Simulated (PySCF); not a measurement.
# CeH8N4 (Ce(NH2)4): the cost of one run

The runs use PySCF 2.14.0; several levels, as the steps say, no spin–orbit coupling.

3 further runs of the same task are left out: 2 for a known fault of the program, 1 that didn't finish.

### 1 Starting geometry

13 atoms, charge 0, spin multiplicity 1.

Bond lengths: Ce1–N2 2.201 Å, Ce1–H3 2.949 Å, Ce1–H4 2.896 Å, Ce1–N5 2.201 Å, Ce1–H6 2.896 Å, Ce1–H7 2.949 Å, Ce1–N8 2.201 Å, Ce1–H9 2.896 Å, Ce1–H10 2.949 Å, Ce1–N11 2.201 Å, Ce1–H12 2.949 Å, Ce1–H13 2.896 Å, N2–H3 1.019 Å, N2–H4 1.020 Å, N5–H6 1.020 Å, N5–H7 1.019 Å, N8–H9 1.020 Å, N8–H10 1.019 Å and more. Angles: N2–Ce1–H3 15.6°, N2–Ce1–H4 17.0°, N2–Ce1–N5 109.6°, N2–Ce1–H6 105.6°, N2–Ce1–H7 113.7°, N2–Ce1–N8 109.2°, N2–Ce1–H9 96.1°, N2–Ce1–H10 119.1°, N2–Ce1–N11 109.6°, N2–Ce1–H12 94.3°, N2–Ce1–H13 125.5°, H3–Ce1–H4 32.6°, H3–Ce1–N5 94.3°, H3–Ce1–H6 90.1°, H3–Ce1–H7 99.7°, H3–Ce1–N8 119.1°, H3–Ce1–H9 103.8°, H3–Ce1–H10 131.4° and more.

As a file:

```mol
CeH8N4
  3D, bonds by distance, orders not assigned

 13 20  0  0  0  0  0  0  0  0999 V2000
    0.0000    0.0000    0.0000 Ce  0  0
    1.2748    1.2351    1.3018 N   0  0
    1.2134    1.3763    2.3090 H   0  0
    2.1261    1.7012    0.9866 H   0  0
   -1.2748   -1.3018    1.2352 N   0  0
   -2.1261   -0.9866    1.7012 H   0  0
   -1.2134   -2.3090    1.3763 H   0  0
    1.2748   -1.2351   -1.3018 N   0  0
    2.1261   -1.7012   -0.9866 H   0  0
    1.2134   -1.3763   -2.3090 H   0  0
   -1.2748    1.3018   -1.2352 N   0  0
   -1.2134    2.3090   -1.3763 H   0  0
   -2.1261    0.9866   -1.7012 H   0  0
  1  2  8  0
  1  3  8  0
  1  4  8  0
  1  5  8  0
  1  6  8  0
  1  7  8  0
  1  8  8  0
  1  9  8  0
  1 10  8  0
  1 11  8  0
  1 12  8  0
  1 13  8  0
  2  3  8  0
  2  4  8  0
  5  6  8  0
  5  7  8  0
  8  9  8  0
  8 10  8  0
 11 12  8  0
 11 13  8  0
M  END
```

Formal oxidation states: Ce +4. The 4f shell is empty and lies in the core potential. An earlier session relaxed this geometry at PBE0, Ce lcecp-2-SVP with ECP46, N def2-SVP, H def2-SVP (singlet, point group D2).

At PBE0 on the finer grid: E = -262.074950 Eh, frontier levels not given, since the 4f levels lie in the core, Mulliken charge on Ce1 +1.21 e, largest force component 0.011 eV/Å. The large-core potential holds the 4f shell empty.

Levels to run: CAM-B3LYP; TPSS; M06-L; TPSSh; PBE0, TZVP; PBE0, x2c-SVP. Hardware: 2 threads of Arm Neoverse V1, shared host.

### 2 CAM-B3LYP

Contents of run.py (the lines that set the calculation):

```python
mol = gto.M(atom='''
Ce     0.00000     0.00000     0.00000
N      1.27479     1.23515     1.30181
H      1.21344     1.37631     2.30901
H      2.12608     1.70123     0.98664
N     -1.27478    -1.30181     1.23516
H     -2.12609    -0.98663     1.70123
H     -1.21344    -2.30901     1.37630
N      1.27479    -1.23515    -1.30181
H      2.12608    -1.70123    -0.98664
H      1.21344    -1.37631    -2.30901
N     -1.27478     1.30181    -1.23516
H     -1.21344     2.30901    -1.37630
H     -2.12609     0.98663    -1.70123''',
    basis={'Ce': 'lcecp-2-SVP', 'N': 'def2-SVP', 'H': 'def2-SVP'},
    ecp={'Ce': 'lcecp-2-SVP'},
    charge=0, spin=0)
mf = dft.RKS(mol, xc='CAMB3LYP')
mf.grids.atom_grid = (75, 302)  # f atoms: unpruned, at least (60, 302)
mf = mf.density_fit()  # fitting sets: Ce AutoAux, N def2-universal-JKFIT, H def2-universal-JKFIT
mf.conv_tol = 1e-08; mf.max_cycle = 55
mf.kernel(dm0)  # dm0: the density of the relaxed state
```

Launch:

```
$ OMP_NUM_THREADS=2 python run.py
```

**Question.** How long does this run take on 2 threads of Arm Neoverse V1, shared host?

About 12 s.
